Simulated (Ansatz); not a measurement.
# Co3Sn2Se2 (element-swapped structure): how the settings move a relaxation

Aim: see which settings change the result for Co3Sn2Se2 (element-swapped structure), by how much, and at what cost.

Method: reference: DFT r2SCAN, plane waves, PAW, scalar-relativistic, no spin polarisation, in Ansatz 0.2.0.

2 further runs of the same task are left out: 2 that didn't finish.

### 1 The structure to begin with

The structure is trigonal, space group R-3m (No. 166). Conventional cell: a = 5.520 Å, b = 5.520 Å, c = 13.526 Å, α = 90.00°, β = 90.00°, γ = 120.00°. Co (site symmetry 2/m) has 2 Se at 2.24 Å as nearest neighbours. Around Se (site symmetry 3m) lie 3 Co at 2.24 Å and 1 Sn at 2.94 Å. Sn (site symmetry -3m) is surrounded by 6 Co at 2.76 Å and 2 Se at 2.94 Å. Around Sn (site symmetry -3m) lie 6 Co at 2.76 Å.

As a file:

```
CELL_PARAMETERS angstrom
2.76002 4.78050 0.00000
-2.76002 4.78050 0.00000
0.00000 -3.18700 4.50865
ATOMIC_POSITIONS crystal
Co 0.00000 0.00000 0.50000
Co 0.50000 0.00000 0.50000
Co 0.00000 0.50000 0.50000
Se 0.28300 0.28300 0.84900
Se 0.71700 0.71700 0.15100
Sn 0.50000 0.50000 0.50000
Sn 0.00000 0.00000 0.00000
```

### 2 The reference run

The input, input.yaml:

```yaml
crystal:
  lattice:
    - [2.760026, 4.7805, 0.0]
    - [-2.760026, 4.7805, 0.0]
    - [0.0, -3.186997, 4.50865]
  atoms:
    - { symbol: Co, position: [0.0, 0.0, 0.5] }
    - { symbol: Co, position: [0.5, 0.0, 0.5] }
    - { symbol: Co, position: [0.0, 0.5, 0.5] }
    - { symbol: Se, position: [0.283, 0.283, 0.849] }
    - { symbol: Se, position: [0.717, 0.717, 0.151] }
    - { symbol: Sn, position: [0.5, 0.5, 0.5] }
    - { symbol: Sn, position: [0.0, 0.0, 0.0] }
  symmetry: { tolerance: 0.0003 }
kpoints:
  mp_grid: { grid: [4, 4, 4], shift: [0, 0, 0] }
magnetization:
  spin_polarized: false
scf:
  occupations: { method: fermi_dirac }
hamiltonian:
  pseudopotentials: { kind: paw }
  xc: r2scan
basis:
  ecutwfc: 500
output:
  forces: true
  stress: true
  eigenvalues: true
relax:
  max_steps: 40
  cell: {}
```

Launch:

```
ansatz run input.yaml --threads 1 --pin off --max-ram 2560MiB --backend cpu --events-out ev --progress --plain --runs-dir out
```

The program printed, cut to the lines that bear on the results:

```text
Warning: crystal.lattice misses the space group found at crystal.symmetry.tolerance 3.0e-4 in a digit that the deck types, which is why this is a warning: making the lattice exact moves one of its numbers by a whole unit of that number's last typed decimal, or more. The operation that it [...]
Warning: RAYON_NUM_THREADS=1 ignored (pool sized by the plan → 1); use --threads N
[...]
Pseudopotentials: kind: paw
Pseudopotential: Co, paw, valence charge 17, recommended cutoff 500 eV (meta_gga), Co.paw.azcp
Pseudopotential: Se, paw, valence charge 16, recommended cutoff 500 eV (meta_gga), Se.paw.azcp
Pseudopotential: Sn, paw, valence charge 14, recommended cutoff 500 eV (meta_gga), Sn.paw.azcp
Functional definition: r2SCAN
[...]
Crystal: 7 atoms, lattice volume = 118.977 Å³
Basis set: ecut = 500 eV, 2975 PW (Γ), exchange–correlation on 180×180×180 points (64 copies of the dense FFT grid, shifted against one another)
Bands: 67, of which v1, the nominal top of the filled ones, is band 56 counted from 1 (55 counted from 0)
Symmetry: 12 space group operations
Space group: R-3m (ITA 166), of the structure as read, at distance tolerance 7.4e-4 Å
k-points: 13 of 64
[...]
SCF iter   1: F=—  HF=-38428.586278 eV  |F-HF|=—  |Δ(HF+E_count)|=         —  Δρ=1.48e-2  dr2=2.06e-1  dr2_τ=1.51e-1  ethr=1.77e-3  ⟨swp⟩=6.2  Hψ=3204  notcnv=0  defer=4
[...]
relax step   1: F+E_penalty+E_count = -38428.79822299 eV  Δ(F+E_penalty+E_count) = +0.000e0 eV  max|allowed force component| = 5.849e-1 eV/Å  Δτ_max = 0.0000 Å  P = -1.957 GPa  Ω = 118.977 Å³  (12 SCF iters, dr2 threshold 1.00e-7 eV, accepted)
[...]
Fermi energy:    14.885824 eV
[...]
--- Forces (eV/Å), atoms counted from 1 ---
  atom   1  Co    -0.00000000     0.00000000    -0.00000000
  atom   2  Co     0.00000000     0.00000000     0.00000000
  atom   3  Co     0.00000000    -0.00000000     0.00000000
  atom   4  Se     0.00000000    -0.00000000    -0.00040083
  atom   5  Se    -0.00000000     0.00000000     0.00040083
  atom   6  Sn     0.00000000     0.00000000     0.00000000
  atom   7  Sn     0.00000000     0.00000000     0.00000000
[...]
--- Stress (GPa, compression-positive) ---
       -0.020968      -0.000000       0.000000
       -0.000000      -0.020968       0.000000
        0.000000       0.000000      -0.008301
  P = ⅓ Tr σ = -0.0167 GPa (-0.167 kbar)
--- Band table (eV; the first three rows and the last of 13) ---
[...]
--- Relaxed structure (6 steps of the walk, 6 accepted, 1 SCFs on fresh bases) ---
  F+E_penalty+E_count = -38428.87644759 eV   max|allowed force component| = 4.008e-4 eV/Å   (the final SCF, on the basis selected at the relaxed cell)
  cell:  # Å, volume = 115.1285 Å³
    - [2.7020406504020413, 4.6800716906125315, -1.5570313662258433e-6]
    - [-2.7020406504020413, 4.6800716906125315, -1.5570313662258433e-6]
    - [5.692272461534571e-34, -3.1200462792972004, 4.552066542638822]
  atoms:
    - { symbol: Co, position: [2.7755575615628914e-17, 2.7755575615628914e-17, 0.49999999999999994] }
    - { symbol: Co, position: [0.49999999999999994, 0.0, 0.5000000000000001] }
    - { symbol: Co, position: [0.0, 0.49999999999999994, 0.5000000000000001] }
    - { symbol: Se, position: [0.2861804166882594, 0.2861804166882594, 0.8585412500647784] }
    - { symbol: Se, position: [0.7138195833117402, 0.7138195833117402, 0.14145874993522156] }
    - { symbol: Sn, position: [0.4999999999999999, 0.4999999999999999, 0.5] }
    - { symbol: Sn, position: [-7.443166806531091e-20, -7.443166806531124e-20, -2.2329503513577486e-19] }
```

It took 2.3 min on 1 thread of Arm Neoverse V1, shared host; peak memory 0.87 GiB.

### 3 Changed: occupations.method methfessel_paxton, occupations.width 0.2

Edit input.yaml of step 2 so:

```diff
@@ -19,3 +19,3 @@
 scf:
-  occupations: { method: fermi_dirac }
+  occupations: { method: methfessel_paxton, width: 0.2 }
 hamiltonian:
```

Launch:

```
ansatz run input.yaml --threads 1 --pin off --max-ram 2560MiB --backend cpu --events-out ev --progress --plain --runs-dir out
```

The program printed, cut to the lines that bear on the results:

```text
Warning: crystal.lattice misses the space group found at crystal.symmetry.tolerance 3.0e-4 in a digit that the deck types, which is why this is a warning: making the lattice exact moves one of its numbers by a whole unit of that number's last typed decimal, or more. The operation that it [...]
Warning: RAYON_NUM_THREADS=1 ignored (pool sized by the plan → 1); use --threads N
[...]
[... 5 set-up lines as earlier in the session ...]
[...]
Crystal: 7 atoms, lattice volume = 118.977 Å³
Basis set: ecut = 500 eV, 2975 PW (Γ), exchange–correlation on 180×180×180 points (64 copies of the dense FFT grid, shifted against one another)
Bands: 67, of which v1, the nominal top of the filled ones, is band 56 counted from 1 (55 counted from 0)
[... 1 set-up line as earlier in the session ...]
[...]
--- Stress (GPa, compression-positive) ---
       -0.023423      -0.000000       0.000000
       -0.000000      -0.023423       0.000000
        0.000000       0.000000      -0.015823
  P = ⅓ Tr σ = -0.0209 GPa (-0.209 kbar)
--- Band table (eV; the first three rows and the last of 13) ---
[...]
--- Relaxed structure (6 steps of the walk, 6 accepted, 1 SCFs on fresh bases) ---
  F+E_penalty+E_count = -38428.79116730 eV   max|allowed force component| = 4.021e-4 eV/Å   (the final SCF, on the basis selected at the relaxed cell)
  cell:  # Å, volume = 114.8550 Å³
    - [2.699495091897888, 4.675662653949699, -1.5555645065636786e-6]
    - [-2.699495091897888, 4.675662653949699, -1.5555645065636786e-6]
    - [9.739090923094934e-35, -3.1171069222690266, 4.549821092071388]
  atoms:
    - { symbol: Co, position: [0.0, 0.0, 0.5] }
    - { symbol: Co, position: [0.5, 0.0, 0.5] }
    - { symbol: Co, position: [0.0, 0.5, 0.5] }
    - { symbol: Se, position: [0.28630877254389314, 0.28630877254389314, 0.8589263176316796] }
    - { symbol: Se, position: [0.7136912274561067, 0.7136912274561067, 0.14107368236832027] }
    - { symbol: Sn, position: [0.5, 0.5, 0.5] }
    - { symbol: Sn, position: [9.81030681087883e-26, 9.81030687679549e-26, 6.921247492074703e-32] }
```

Run time: 2.5 min. Hardware: 1 thread of Arm Neoverse V1, shared host; peak memory 0.87 GiB.

Changing the smearing moves the energy by +1.3 meV/atom (σ→0 values), and the final volume goes from 115.13 to 114.86 Å³. Cost: 63 SCF cycles against 59.

### 4 Changing settings: ecutrho_ratio 6, accuracy high

Edit input.yaml of step 2 so:

```diff
@@ -25,2 +25,3 @@
   ecutwfc: 500
+  ecutrho_ratio: 6
 output:
@@ -32 +33,2 @@
   cell: {}
+accuracy: high
```

Launch:

```
ansatz run input.yaml --threads 1 --pin off --max-ram 2560MiB --backend cpu --events-out ev --progress --plain --runs-dir out
```

The program printed, cut to the lines that bear on the results:

```text
Warning: crystal.lattice misses the space group found at crystal.symmetry.tolerance 3.0e-4 in a digit that the deck types, which is why this is a warning: making the lattice exact moves one of its numbers by a whole unit of that number's last typed decimal, or more. The operation that it [...]
Warning: RAYON_NUM_THREADS=1 ignored (pool sized by the plan → 1); use --threads N
[...]
[... 5 set-up lines as earlier in the session ...]
[...]
Crystal: 7 atoms, lattice volume = 118.977 Å³
Basis set: ecut = 500 eV, 2975 PW (Γ), exchange–correlation on 300×300×300 points (125 copies of the dense FFT grid, shifted against one another)
Bands: 67, of which v1, the nominal top of the filled ones, is band 56 counted from 1 (55 counted from 0)
[... 1 set-up line as earlier in the session ...]
[...]
--- Stress (GPa, compression-positive) ---
       -0.020977      -0.000000      -0.000000
       -0.000000      -0.020977       0.000000
       -0.000000       0.000000      -0.008297
  P = ⅓ Tr σ = -0.0168 GPa (-0.168 kbar)
--- Band table (eV; the first three rows and the last of 13) ---
[...]
--- Relaxed structure (6 steps of the walk, 6 accepted, 1 SCFs on fresh bases) ---
  F+E_penalty+E_count = -38428.87669510 eV   max|allowed force component| = 3.994e-4 eV/Å   (the final SCF, on the basis selected at the relaxed cell)
  cell:  # Å, volume = 115.1286 Å³
    - [2.702041506924815, 4.6800731741534936, -1.5570318597908924e-6]
    - [-2.702041506924815, 4.6800731741534936, -1.5570318597908924e-6]
    - [-1.1769956205122509e-33, -3.1200472683236695, 4.552069065115542]
  atoms:
    - { symbol: Co, position: [-2.7755575615628914e-17, -2.7755575615628914e-17, 0.5] }
    - { symbol: Co, position: [0.5, 0.0, 0.5] }
    - { symbol: Co, position: [0.0, 0.5, 0.5] }
    - { symbol: Se, position: [0.286180345209426, 0.286180345209426, 0.8585410356282781] }
    - { symbol: Se, position: [0.7138196547905739, 0.7138196547905739, 0.14145896437172187] }
    - { symbol: Sn, position: [0.5, 0.5, 0.5] }
    - { symbol: Sn, position: [7.443164334642794e-20, 7.4431643346428e-20, 2.2329503513575743e-19] }
```

Wall time 3.2 min (1 thread of Arm Neoverse V1, shared host); peak memory 2.2 GiB.

Changing the numerical grids and accuracy level leaves the energy as it was (0.0 meV/atom).

### 5 All runs together

```tsv
run	ending	energy change	pressure (GPa)	gap (eV)	force (eV/Å)	cycles	time
reference	converged	0	0.0	0.00	0.00	59	2.3 min
1: occupations.method methfessel_paxton, occupations.width 0.2	converged	+1.3 meV/atom (σ→0)	0.0	0.00	0.00	63	2.5 min
2: ecutrho_ratio 6, accuracy high	converged	0.0 meV/atom	0.0	0.00	0.00	59	3.2 min
```

The reference leaves spin out although Co can carry a moment, so its state need not be the lowest.

Caveats on the reference run: its mesh is coarse for a cell with so small a gap or none.
